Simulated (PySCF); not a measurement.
# AsS: the cost of one run

Program: PySCF 2.14.0. Level of theory: method and basis as typed in the scripts. These are calculated values, not measurements.

7 further runs of the same task are left out: 7 that didn't finish.

## 1. The system as given

AsS: 2 atoms, charge 0, spin multiplicity 2.

Bond lengths: As1–S2 2.268 Å.

## 2. The run that the others are compared with

Contents of input.py:

```python
from pyscf import gto, dft

mol = gto.M(
    atom='As 0 0 0; S 0 0 2.268',
    basis='cc-pvdz-dk',
    charge=0,
    spin=1,
    verbose=4,
)
mf = dft.ROKS(mol, xc='r2scan')
mf = mf.sfx2c1e()
mf = mf.density_fit(auxbasis='def2-universal-jkfit')
mf.kernel()
mf.dip_moment()
print('orbital energies (hartree):', mf.mo_energy[..., max(0, mol.nelec[1]-3):mol.nelec[0]+3].round(4))
```

Launch:

```sh
> OMP_NUM_THREADS=1 python input.py
```

What time and memory should one allow on 1 thread of Intel Xeon 6975P-C, shared host?

About 5.9 s, with a peak of 0.2 GiB.
